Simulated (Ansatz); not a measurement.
# CH6GeTe: one species, many methods

An exercise on one series of results from a longer session: the logs are not shown, and one member is left open.

Method: functionals in def2-TZVPP, the program's frozen cores in correlated methods; program: Ansatz 0.2.0, Gaussian basis.

Plan: LDA (SPW92), PBE-D4, revPBE-D4, BLYP-D4, r2SCAN-D4, B97M-V, PBE0-D4, B3LYP-D4, r2SCANh-D4, r2SCAN0-D4, HSE06-D4, BHLYP-D4, CAM-B3LYP-D4, LC-ωPBE, ωB97X-V, ωB97M-V, B2PLYP, PBE-QIDH; CCSD(T)/def2-SVP; CCSD(T)/def2-TZVPP; MP2/def2-QZVPP; extrapolation to the limit; RPA on PBE.

### The relaxed structure

The geometry comes from an earlier relaxation with PBE0-D4 in a triple-zeta def2 set; it is a stationary point, not always the lowest conformer. Te takes the def2 core potential; no spin-orbit term is included.

SMILES `C[Te][GeH3]`, 9 atoms, charge 0, spin multiplicity 1.

Atoms are counted from 1 here; the program's logs count them from 0.

Bond lengths: C1–Te2 2.149 Å, C1–H4 1.087 Å, C1–H5 1.089 Å, C1–H6 1.087 Å, Te2–Ge3 2.547 Å, Ge3–H7 1.535 Å, Ge3–H8 1.539 Å, Ge3–H9 1.539 Å. Angles: Te2–C1–H4 109.8°, Te2–C1–H5 106.6°, Te2–C1–H6 109.8°, H4–C1–H5 109.8°, H4–C1–H6 111.0°, H5–C1–H6 109.8°, C1–Te2–Ge3 94.1°, Te2–Ge3–H7 107.2°, Te2–Ge3–H8 110.4°, Te2–Ge3–H9 110.4°, H7–Ge3–H8 110.0°, H7–Ge3–H9 110.0°, H8–Ge3–H9 108.8°.

Set-up of the first run:

Input file in.yaml:

```yaml
crystal:
  periodic: [false, false, false]
  atoms:
    - {symbol: C, position_ang: [-0.794078, 1.189533, -0.988795]}
    - {symbol: Te, position_ang: [1.269120, 0.615190, -0.807314]}
    - {symbol: Ge, position_ang: [0.808308, -1.165802, 0.953864]}
    - {symbol: H, position_ang: [-1.384421, 0.340918, -1.326150]}
    - {symbol: H, position_ang: [-0.831356, 1.983424, -1.732822]}
    - {symbol: H, position_ang: [-1.158116, 1.562333, -0.034387]}
    - {symbol: H, position_ang: [2.155697, -1.803978, 1.318928]}
    - {symbol: H, position_ang: [-0.147089, -2.235598, 0.396863]}
    - {symbol: H, position_ang: [0.170436, -0.532419, 2.202614]}
basis:
  gaussian: {orbitals: def2-TZVPP}
hamiltonian: {xc: lda}
output: {orbitals: {seedname: orbitals}}
```

Among the steps run: LDA; PBE-D4 (GGA); revPBE-D4 (GGA); BLYP-D4 (GGA); r2SCAN-D4 (meta-GGA); B97M-V (meta-GGA); PBE0-D4 (hybrid); B3LYP-D4 (hybrid); r2SCANh-D4 (hybrid); r2SCAN0-D4 (hybrid); HSE06-D4 (hybrid); BHLYP-D4 (hybrid); CAM-B3LYP-D4 (range-separated); LC-ωPBE-D4 (range-separated; the results give it without D4); ωB97X-V (range-separated); ωB97M-V (range-separated); B2PLYP (double hybrid); PBE-QIDH (double hybrid).

One of the session's tables, all rows but one given; the rest of the session is left out.

It belongs to the step «Frontier levels by functional». 

```
  functional  HOMO (eV)  gap (eV)
 LDA (SPW92)      -5.15      3.39
      PBE-D4      -5.03      3.46
   revPBE-D4      -4.99      3.50
     BLYP-D4      -4.88      3.39
   r2SCAN-D4      -5.26      3.90
      B97M-V      -5.31      3.90
     PBE0-D4      -6.06      5.28
    B3LYP-D4      -5.85      4.83
  r2SCANh-D4      -5.64      4.56
  r2SCAN0-D4      -6.20      5.54
    HSE06-D4          ?         ?
    BHLYP-D4      -6.93      6.96
CAM-B3LYP-D4      -7.27      7.43
     LC-ωPBE      -8.55      9.83
     ωB97X-V      -8.25      9.41
     ωB97M-V      -8.14      9.09
```

Estimate the missing values for HSE06-D4.

**Answer.** HOMO (eV): -5.67; gap (eV): 4.52. In the column «HOMO (eV)» it lies between B3LYP-D4 (-5.85) and r2SCANh-D4 (-5.64).
